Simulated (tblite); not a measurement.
# C5H9BSi: the cost of one run

Programs: tblite 0.8.0 and PySCF 2.14.0, with density-fitted response routines of our own. Each step states its level of theory. These are calculated values for one molecule in the gas phase, unless marked as measured. Atoms are numbered from 0 throughout.

**1. The molecule as given**

16 atoms, charge 0, multiplicity 1; geometry from: force field or distance geometry start.

Bonds of the start (Å): C0–C1 1.21, C1–B2 1.52, B2–C3 1.61, C3–Si4 1.87, Si4–C5 1.85, C5–C6 1.33, C0–H7 1.05, B2–H8 1.18, C3–H9 1.10, C3–H10 1.12, Si4–H11 1.47, Si4–H12 1.47, C5–H13 1.09, C6–H14 1.08, C6–H15 1.09.

**2. Optimising the geometry with GFN2-xTB**

What the job is given:

```
{"job": {"kind": "relax", "xc": "GFN2-xTB", "basis": "xTB"}, "charge": 0, "multiplicity": 1}
C      1.626900    -1.922400     1.312800
C      1.741500    -0.873300     0.711600
B      1.913100     0.446500    -0.031100
C      0.691600     1.483900    -0.143300
Si    -0.663200     0.802900    -1.232600
C     -1.428200    -0.703400    -0.490900
C     -2.011800    -0.651700     0.702700
H      1.510700    -2.829500     1.837800
H      2.978200     0.767900    -0.419200
H      1.056100     2.428200    -0.563300
H      0.281100     1.673200     0.876100
H     -0.103700     0.463600    -2.554400
H     -1.704800     1.834000    -1.397200
H     -1.376800    -1.640600    -1.036100
H     -2.452700    -1.543700     1.133600
H     -2.065600     0.273200     1.282100
```

Run with:

```
OMP_NUM_THREADS=1 python probes_run.py task.json out
```

One launch serves the whole session: the jobs run in the order shown.

Q: Estimate the wall time and peak memory of this first job on 1 thread of Arm Neoverse N1, shared host.

About 2.1 s, with a peak of 0.18 GiB.
